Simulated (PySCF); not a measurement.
# CH7BGeO2: electronic excitations and core binding energies

What electronic excitations and core binding energies should CH7BGeO2 (`COB[O][GeH3]`) show?

Programs: PySCF 2.14.0, with density-fitted response routines of our own. Each step states its level of theory. These are calculated values for one molecule in the gas phase, unless marked as measured. Atoms count from 0, in the outputs and in this text.

## (1) The starting structure

12 atoms, charge 0, multiplicity 1; geometry from: GFN2-xTB.

Bonds of the start (Å): C0–O1 1.41, O1–B2 1.35, B2–O3 1.34, O3–Ge4 1.77, C0–H5 1.09, C0–H6 1.09, C0–H7 1.09, B2–H8 1.18, Ge4–H9 1.50, Ge4–H10 1.50, Ge4–H11 1.50.

## (2) Ultraviolet spectrum: PBE0/def2-SVPD

Job settings and geometry (Å):

```
{"job": {"kind": "uv", "xc": "PBE0", "basis": "def2-SVPD", "nstates": 8, "ntriplets": 3}, "charge": 0, "multiplicity": 1}
C      2.021506    -0.347044    -0.065843
O      0.636938    -0.104728    -0.031066
B      0.050545     0.925808     0.623274
O     -1.284360     0.975631     0.540001
Ge    -2.126141    -0.269470    -0.390928
H      2.334949    -0.444816    -1.107410
H      2.235112    -1.281497     0.459144
H      2.576158     0.467059     0.405890
H      0.650587     1.737216     1.228330
H     -3.548986     0.162241    -0.224970
H     -1.680054    -0.209885    -1.817857
H     -1.865055    -1.611202     0.217545
```

Method: TDDFT PBE0/def2-SVPD, vertical, gas phase, core orbitals frozen in the response.

The run is started by

```sh
$ OMP_NUM_THREADS=1 python probes_run.py task.json out
```

This one command runs all jobs of the session in turn.

Output:

```text
coarse grid: 45440 points
cycle   1  E = -2293.6540166729  dE = -5.597e-02  |g| = 8.830e-01  |ddm| = 4.733e+00
cycle   2  E = -2293.4137903707  dE =  2.402e-01  |g| = 1.423e+00  |ddm| = 2.861e+00
cycle   3  E = -2293.7869595353  dE = -3.732e-01  |g| = 1.339e-01  |ddm| = 1.889e+00
cycle   4  E = -2293.7894392748  dE = -2.480e-03  |g| = 6.405e-02  |ddm| = 2.220e-01
cycle   5  E = -2293.7900748236  dE = -6.355e-04  |g| = 2.081e-02  |ddm| = 6.655e-02
cycle   6  E = -2293.7901452551  dE = -7.043e-05  |g| = 2.842e-03  |ddm| = 2.187e-02
cycle   7  E = -2293.7901464222  dE = -1.167e-06  |g| = 1.907e-04  |ddm| = 3.750e-03
final grid: 95480 points
cycle   8  E = -2293.7901189775  dE = -3.315e-08  |g| = 2.099e-04  |ddm| = 5.236e-03
cycle   9  E = -2293.7901189621  dE =  1.543e-08  |g| = 3.582e-04  |ddm| = 6.988e-04
cycle  10  E = -2293.7901189864  dE = -2.427e-08  |g| = 2.397e-05  |ddm| = 3.926e-04
cycle  11  E = -2293.7901189865  dE = -1.164e-10  |g| = 2.773e-06  |ddm| = 4.220e-05
converged SCF energy = -2293.7901189865

Static polarisability (au): isotropic 62.898, principal 53.366 60.681 74.646

Singlet excitations
state   eV       nm        f      main configurations
  1   7.5900    163.4   0.00035   H->L 0.92
  2   7.9033    156.9   0.00272   H->L+1 0.86
  3   7.9118    156.7   0.02763   H-1->L 0.78, H-3->L 0.08
  4   7.9675    155.6   0.00935   H-1->L+2 0.89
  5   8.0913    153.2   0.12020   H->L+2 0.85
  6   8.2289    150.7   0.04552   H-1->L+1 0.86
  7   8.4347    147.0   0.01748   H-2->L 0.84
  8   8.4933    146.0   0.05882   H->L+3 0.70, H-2->L+1 0.22

Triplet excitations (Tamm-Dancoff, eV): 7.1551 7.3031 7.4155
```

Wall time 43 s (1 thread of Arm Neoverse N1, shared host); peak memory 0.69 GiB.

The orbitals next to the gap, with their largest atomic shares:

| orbital | eV | atoms |
| --- | --- | --- |
| HOMO−3 | -9.47 | O1 26 %, O3 19 %, Ge4 14 % |
| HOMO−2 | -9.39 | Ge4 25 %, O1 17 %, H10 16 % |
| HOMO−1 | -8.85 | O3 22 %, O1 21 %, Ge4 14 % |
| HOMO | -8.58 | O1 33 %, O3 31 %, C0 9 % |
| LUMO | 0.33 | Ge4 36 %, B2 19 %, H11 10 % |
| LUMO+1 | 0.43 | Ge4 40 %, B2 10 %, H10 10 % |
| LUMO+2 | 0.71 | B2 36 %, O1 20 %, O3 16 % |

With each of the 8 states as a Gaussian band of 0.4 eV half-width at 1/e, the curve within the window shown has maxima at 152 nm (ε 9,300) L/(mol cm). Beyond the last state computed it falls off for lack of states. The curve at chosen wavelengths:

(nm, ε (L/mol/cm)): (141, 2164), (142, 2864), (144, 4506), (145, 5390), (147, 7105), (148, 7855), (150, 8945), (151, 9217), (153, 9126), (154, 8767), (155, 8225), (157, 6749), (158, 5905), (160, 4226), (161, 3461), (163, 2181), (164, 1680), (165, 1271), (167, 688), (168, 494), (170, 243), (171, 166), (173, 75), (174, 49), (176, 21), (177, 13)

Further results of this job:

| property | computed |
| --- | --- |
| dipole moment (D) | 1.95 |
| polarisability (Å³) | 9.32 |
| HOMO–LUMO gap (eV) | 8.90 |
| −ε(HOMO) (eV) | 8.58 |

## (3) Core holes by ΔSCF: SCAN, X2C

The job, as its differences from that of step 2:

```diff
@@ -1,2 +1,2 @@
-{"job": {"kind": "uv", "xc": "PBE0", "basis": "def2-SVPD", "nstates": 8, "ntriplets": 3}, "charge": 0, "multiplicity": 1}
+{"job": {"kind": "xps"}, "charge": 0, "multiplicity": 1}
 C      2.021506    -0.347044    -0.065843
```

Method: delta-SCF UKS SCAN, pcX-2 on the ionised atom, pcseg-1 elsewhere, spin-free X2C.

Output:

```text
ground state, core basis on atom 0 (C), 149 functions
  cycle   1  E = -2311.53841645  |g| = 8.23e-01
  cycle   2  E = -2311.15048688  |g| = 1.61e+00
  cycle   3  E = -2311.66295231  |g| = 1.68e-01
  cycle   4  E = -2311.66674879  |g| = 1.10e-01
  cycle   5  E = -2311.66900892  |g| = 2.52e-02
  cycle   6  E = -2311.66912633  |g| = 6.59e-03
  cycle   7  E = -2311.66913755  |g| = 1.36e-03
  cycle   8  E = -2311.66913740  |g| = 4.95e-04
  E(ground) = -2311.81061311 Eh
hole in C 1s of atom 0
  cycle   1  E = -2300.37160428  |g| = 1.50e+00
  cycle   2  E = -2297.88091120  |g| = 2.41e+00
  cycle   3  E = -2300.51944993  |g| = 9.56e-01
  cycle   4  E = -2300.83368394  |g| = 4.66e-01
  cycle   5  E = -2300.91316420  |g| = 1.13e-01
  cycle   6  E = -2300.91691426  |g| = 4.90e-02
  cycle   7  E = -2300.91772713  |g| = 1.90e-02
  cycle   8  E = -2300.91786691  |g| = 5.77e-03
  cycle   9  E = -2300.91788207  |g| = 1.73e-03
  cycle  10  E = -2300.91788735  |g| = 7.38e-04
  cycle  11  E = -2300.91788823  |g| = 2.12e-04
  E(ion) = -2301.05898259 Eh   <S^2> = 0.7715   hole on atom = 1.000   binding energy = 292.567 eV
ground state, core basis on atom 1 (O), 149 functions
  cycle   1  E = -2311.69725689  |g| = 1.01e-01
  cycle   2  E = -2311.69614843  |g| = 9.12e-02
  cycle   3  E = -2311.69700899  |g| = 6.09e-02
  cycle   4  E = -2311.69762361  |g| = 1.24e-02
  cycle   5  E = -2311.69765657  |g| = 2.07e-03
  cycle   6  E = -2311.69765729  |g| = 3.93e-04
  E(ground) = -2311.83695252 Eh
hole in O 1s of atom 1
  cycle   1  E = -2291.08166806  |g| = 2.23e+00
  cycle   2  E = -2290.57028609  |g| = 2.25e+00
  cycle   3  E = -2291.80136031  |g| = 5.44e-01
  cycle   4  E = -2291.78287838  |g| = 5.50e-01
  cycle   5  E = -2291.90088735  |g| = 6.21e-02
  cycle   6  E = -2291.90231768  |g| = 1.26e-02
  cycle   7  E = -2291.90237805  |g| = 5.08e-03
  cycle   8  E = -2291.90239134  |g| = 1.14e-03
  cycle   9  E = -2291.90239152  |g| = 3.07e-04
  E(ion) = -2292.04205297 Eh   <S^2> = 0.7616   hole on atom = 1.000   binding energy = 538.647 eV
ground state, core basis on atom 2 (B), 149 functions
  cycle   1  E = -2311.66501702  |g| = 9.31e-02
  cycle   2  E = -2311.66225427  |g| = 1.47e-01
  cycle   3  E = -2311.66616923  |g| = 2.06e-02
  cycle   4  E = -2311.66622254  |g| = 1.35e-02
  cycle   5  E = -2311.66625483  |g| = 3.50e-03
  cycle   6  E = -2311.66625658  |g| = 4.11e-04
  E(ground) = -2311.80876446 Eh
hole in B 1s of atom 2
  cycle   1  E = -2304.04072565  |g| = 1.17e+00
  cycle   2  E = -2302.60299744  |g| = 1.81e+00
  cycle   3  E = -2304.34268433  |g| = 3.72e-01
  cycle   4  E = -2304.42993353  |g| = 9.11e-02
  cycle   5  E = -2304.43290757  |g| = 4.57e-02
  cycle   6  E = -2304.43361807  |g| = 2.28e-02
  cycle   7  E = -2304.43381375  |g| = 8.98e-03
  cycle   8  E = -2304.43385318  |g| = 4.57e-03
  cycle   9  E = -2304.43385973  |g| = 3.97e-03
  cycle  10  E = -2304.43387017  |g| = 1.49e-03
  cycle  11  E = -2304.43387322  |g| = 6.25e-04
  cycle  12  E = -2304.43387422  |g| = 1.66e-04
  E(ion) = -2304.57589101 Eh   <S^2> = 0.7815   hole on atom = 1.000   binding energy = 196.817 eV
ground state, core basis on atom 3 (O), 149 functions
  cycle   1  E = -2311.70030875  |g| = 1.14e-01
  cycle   2  E = -2311.69710962  |g| = 1.50e-01
  cycle   3  E = -2311.70065668  |g| = 5.31e-02
  cycle   4  E = -2311.70113002  |g| = 1.21e-02
  cycle   5  E = -2311.70115691  |g| = 2.11e-03
  cycle   6  E = -2311.70115604  |g| = 2.95e-04
  E(ground) = -2311.83994006 Eh
hole in O 1s of atom 3
  cycle   1  E = -2291.11109512  |g| = 2.23e+00
  cycle   2  E = -2290.62436493  |g| = 2.22e+00
  cycle   3  E = -2291.85877403  |g| = 4.97e-01
  cycle   4  E = -2291.85428203  |g| = 4.76e-01
  cycle   5  E = -2291.94246282  |g| = 6.35e-02
  cycle   6  E = -2291.94384981  |g| = 1.75e-02
  cycle   7  E = -2291.94399255  |g| = 5.46e-03
  cycle   8  E = -2291.94400654  |g| = 1.41e-03
  cycle   9  E = -2291.94400823  |g| = 4.33e-04
  E(ion) = -2292.08316516 Eh   <S^2> = 0.7620   hole on atom = 1.000   binding energy = 537.609 eV
```

Run time: 71 s. Hardware: 1 thread of Arm Neoverse N1, shared host; peak memory 0.6 GiB.

The holes in one table. −ε is the ground-state orbital energy:

| hole | stands for | environment | ΔSCF (eV) | −ε (eV) | ⟨S²⟩ |
| --- | --- | --- | --- | --- | --- |
| C1s on C0 | C0 | methyl carbon bonded to O | 292.57 | 275.1 | 0.772 |
| O1s on O1 | O1 | oxygen bonded to C, B | 538.65 | 517.0 | 0.762 |
| B1s on B2 | B2 | boron bonded to 2 O, H | 196.82 | 180.6 | 0.781 |
| O1s on O3 | O3 | oxygen bonded to B, Ge | 537.61 | 516.3 | 0.762 |

## (4) Summary of results

| quantity | value |
| --- | --- |
| lowest singlet (PBE0/def2-SVPD) | 7.59 eV (163 nm), f = 0.000 |
| brightest single state of those computed | state 5, 8.09 eV, f = 0.120 |
| lowest triplet | 7.16 eV |
| O1s binding energies, SCAN/pcX-2 | O1 538.65, O3 537.61 eV |
| C1s binding energies, SCAN/pcX-2 | C0 292.57 eV |
| B1s binding energies, SCAN/pcX-2 | B2 196.82 eV |

**Reading.** The lowest singlet, at 7.59 eV, is HOMO→LUMO 0.92 and is dark; of the 8 states computed, the strongest absorption comes from state 5 at 8.09 eV (the last state computed is bright too, and its partners may lie past the list). The lowest triplet lies 0.43 eV below the lowest singlet (triplets in Tamm-Dancoff, singlets in full TDDFT). The O1s levels kept as sound span 1.04 eV, from O3 (oxygen bonded to B, Ge) up to O1 (oxygen bonded to C, B).
